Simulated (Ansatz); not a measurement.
Here is an Ansatz input file for Ge2H4Se, SMILES [GeH2]1[GeH2][Se]1. Write the same calculation for the Python package.

```yaml
crystal:
  periodic: [false, false, false]
  atoms:
    - { symbol: Ge, position_ang: [-0.7033, -0.0773, -0.9268] }
    - { symbol: Ge, position_ang: [0.859, -0.0068, 0.8151] }
    - { symbol: Se, position_ang: [-1.4643, 0.2646, 1.2885] }
    - { symbol: H, position_ang: [-0.9658, -1.4394, -1.4987] }
    - { symbol: H, position_ang: [-0.7806, 1.2646, -1.7936] }
    - { symbol: H, position_ang: [1.416, -1.391, 1.1727] }
    - { symbol: H, position_ang: [1.7002, 1.3173, 0.8971] }
basis:
  gaussian:
    orbitals: def2-SVP
correlation:
  method: sc_nevpt2
  active_space:
    window:
      electrons: 2
      orbitals: 2
```

The script, `ge2h4se_cas.py`:
```python
'''Static correlation in Ge2H4Se: natural occupations of an active space.'''

import ansatz as az

BASIS_SET = 'def2-SVP'

geometry_ang = [
    ('Ge', [-0.7033, -0.0773, -0.9268]),
    ('Ge', [0.859, -0.0068, 0.8151]),
    ('Se', [-1.4643, 0.2646, 1.2885]),
    ('H', [-0.9658, -1.4394, -1.4987]),
    ('H', [-0.7806, 1.2646, -1.7936]),
    ('H', [1.416, -1.391, 1.1727]),
    ('H', [1.7002, 1.3173, 0.8971]),
]
system = az.Crystal.molecule()
for symbol, xyz in geometry_ang:
    system = system.atom(symbol, xyz)

calc = system.calculation().basis(gaussian=BASIS_SET).correlation(active_electrons=2, active_orbitals=2)
for method in ['sc_nevpt2']:
    data = (calc if method is None else calc.correlation(method)).run().report
    space = data['configurations']
    state = space['states'][0]
    print(method or 'casscf', f'total {data["free_energy_ev"] / 27.211386246:.6f} Ha, active-space state {state["energy"]["hartree"]:.6f} Ha, mean field {data["reference_energy_ev"] / 27.211386246:.6f} Ha')
    print('  determinants', state['n_determinants'], ' natural occupations', [round(n, 3) for n in space['natural_occupations']])
print('effectively unpaired electrons, sum of min(n, 2 - n):', round(sum(min(n, 2 - n) for n in space['natural_occupations']), 3))
```

`python ge2h4se_cas.py` gives:
```text
RunWarning: the results are in doubt because another end's mean lies 0.109 eV lower, and its corrected mean 0.045 eV higher
sc_nevpt2 total -6552.788653 Ha, active-space state -6552.105761 Ha, mean field -6552.094067 Ha
  determinants 4  natural occupations [1.969, 0.031]
effectively unpaired electrons, sum of min(n, 2 - n): 0.063
```
(Warnings from the package without file and line.)

What to keep in mind:
- Total energies depend on the basis set; only differences at equal settings carry meaning.
- The geometry is a force-field or estimated start, not a minimum of this method, and the basis set is short of its limit. The active space starts as a window about the frontier orbitals and is then optimised, not chosen by chemistry.
- A lower CASSCF solution was found and passed over, so the printed active-space state isn't the lowest.
- Run time: 34 s on 1 thread of Arm Neoverse V1, with other jobs on the host, peak memory 0.49 GiB.

(Lines on the test bed's own set-up are left out of the output.)
